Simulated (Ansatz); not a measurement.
# Br2H: the cost of one run

Method: cc-pVDZ, all electrons in the functionals, frozen cores in the correlation of double hybrids and RPA; program: Ansatz 0.2.0, Gaussian basis.

The runs, in order: wB97M-V, B2PLYP, at 1.321 Å; 1.421 Å; 1.488 Å; 1.554 Å; 1.621 Å; 1.688 Å; 1.755 Å; 1.822 Å; 1.889 Å.

18 further runs of the same task are left out: 18 that didn't finish.

### 1 The geometry

The geometry derives from fragments relaxed apart (PBE0/def2-TZVP) and kept rigid, so it is no stationary point. A hydrogen atom is moved between rigid fragments. No spin-orbit coupling is included. The filled d shell of Br may be among the frozen orbitals whatever the setting's name suggests; the logs give the count.

3 atoms, charge 0, spin multiplicity 2.

Atoms are counted from 1 here; the program's logs count them from 0.

Bond lengths: Br1–H2 1.421 Å.

No dispersion term is added; wB97M-V holds VV10 nonlocal correlation.

The geometry shown and the zero of energy belong to the point 1.421 Å. The yardstick, UCCSDT(Q), and other wave-function levels (R restricted, U unrestricted, valence and pair active spaces) come from earlier runs.

### 2 wB97M-V, 1.321 Å

File in.yaml:

```yaml
crystal:
  periodic: [false, false, false]
  atoms:
    - {symbol: Br, position_ang: [0.000000, 0.000000, -1.580000]}
    - {symbol: H, position_ang: [0.000000, 0.000000, -0.259000]}
    - {symbol: Br, position_ang: [0.000000, 0.000000, 1.839000]}
basis:
  gaussian: {orbitals: cc-pVDZ}
magnetization: {spin_polarized: true, initial_magnetization: 1}
hamiltonian: {xc: {name: wB97M-V}}
output: {forces: true, orbitals: {seedname: orbitals}}
```

The run is started by

```console
> ansatz run in.yaml --threads 1 --pin off --events-out ev --progress --plain --max-ram 2393MiB
```

Q: Estimate wall time and peak memory on 1 thread of Arm Neoverse V1, shared host.

About 62 s, with a peak of 0.32 GiB.
